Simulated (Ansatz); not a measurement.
# C₂H₆BNO: up Jacob's ladder to CCSD(T)

The task here is to estimate one member of a computed series from the others.

Program: Ansatz 0.2.0, Gaussian basis. Level of theory: functionals in def2-TZVPP, the program's frozen cores in correlated methods. These are calculated values, not measurements.

Plan: PBE-D4, r2SCAN-D4, PBE0-D4, B3LYP-D4, ωB97X-V, ωB97M-V, B2PLYP; CCSD(T)/def2-TZVPP; MP2/def2-QZVPP; extrapolation to the limit.

## The relaxed structure

The geometry comes from an earlier relaxation with PBE0-D4 in a triple-zeta def2 set; it is a stationary point, not always the lowest conformer.

SMILES `NB1CCO1`, 11 atoms, charge 0, spin multiplicity 1.

Atoms are counted from 1 here; the program's logs count them from 0.

Bond lengths: N1–B2 1.394 Å, N1–H6 1.003 Å, N1–H7 1.005 Å, B2–C3 1.584 Å, B2–O5 1.385 Å, C3–C4 1.535 Å, C3–H8 1.090 Å, C3–H9 1.090 Å, C4–O5 1.450 Å, C4–H10 1.093 Å, C4–H11 1.093 Å. Angles: B2–N1–H6 122.9°, B2–N1–H7 122.5°, H6–N1–H7 114.6°, N1–B2–C3 138.4°, N1–B2–O5 126.3°, C3–B2–O5 95.3°, B2–C3–C4 79.9°, B2–C3–H8 117.6°, B2–C3–H9 117.7°, C4–C3–H8 114.9°, C4–C3–H9 115.0°, H8–C3–H9 109.3°, C3–C4–O5 94.9°, C3–C4–H10 115.4°, C3–C4–H11 115.5°, O5–C4–H10 110.3°, O5–C4–H11 110.3°, H10–C4–H11 109.6° and more.

The first run:

in.yaml reads:

```yaml
crystal:
  periodic: [false, false, false]
  atoms:
    - {symbol: N, position_ang: [-1.349871, 1.460195, 0.055871]}
    - {symbol: B, position_ang: [-0.352463, 0.497756, -0.091856]}
    - {symbol: C, position_ang: [0.133337, -0.825859, 0.630769]}
    - {symbol: C, position_ang: [1.159145, -0.749740, -0.509229]}
    - {symbol: O, position_ang: [0.618540, 0.468628, -1.079575]}
    - {symbol: H, position_ang: [-2.029694, 1.432174, 0.792682]}
    - {symbol: H, position_ang: [-1.444225, 2.240609, -0.571024]}
    - {symbol: H, position_ang: [-0.528523, -1.691228, 0.596214]}
    - {symbol: H, position_ang: [0.550789, -0.731395, 1.633165]}
    - {symbol: H, position_ang: [2.195337, -0.595503, -0.198563]}
    - {symbol: H, position_ang: [1.112930, -1.562640, -1.237955]}
basis:
  gaussian: {orbitals: def2-TZVPP}
hamiltonian: {xc: pbe, dispersion: d4}
output: {forces: true, orbitals: {seedname: orbitals}}
```

Started as:

```
> ansatz run in.yaml --threads 4 --pin off --events-out ev --progress --plain --max-ram 10444MiB
```

Steps of the session up to this table: PBE-D4 (GGA); r2SCAN-D4 (meta-GGA); PBE0-D4 (hybrid); B3LYP-D4 (hybrid); ωB97X-V (range-separated); ωB97M-V (range-separated); B2PLYP (double hybrid); CCSD(T) in def2-TZVPP; MP2 in def2-QZVPP.

One table of the session follows, with a row left open; its other results are not shown here.

| method | atomisation energy (kJ/mol) |
| --- | --- |
| PBE-D4 | 4681.7 |
| r2SCAN-D4 | 4567.0 |
| PBE0-D4 | 4587.8 |
| B3LYP-D4 | ? |
| ωB97X-V | 4566.2 |
| ωB97M-V | 4578.9 |
| B2PLYP | 4516.7 |
| HF/def2-TZVPP | 3298.0 |
| MP2/def2-TZVPP | 4520.9 |
| CCSD/def2-TZVPP | 4354.2 |
| CCSD(T)/def2-TZVPP | 4423.5 |
| MP2/CBS | 4636.4 |
| CCSD(T)/CBS | 4539.0 |

**Question.** Estimate the row for B3LYP-D4.

As computed: atomisation energy (kJ/mol): 4561.3. In the column «atomisation energy (kJ/mol)» it lies between CCSD(T)/CBS (4539.0) and ωB97X-V (4566.2).
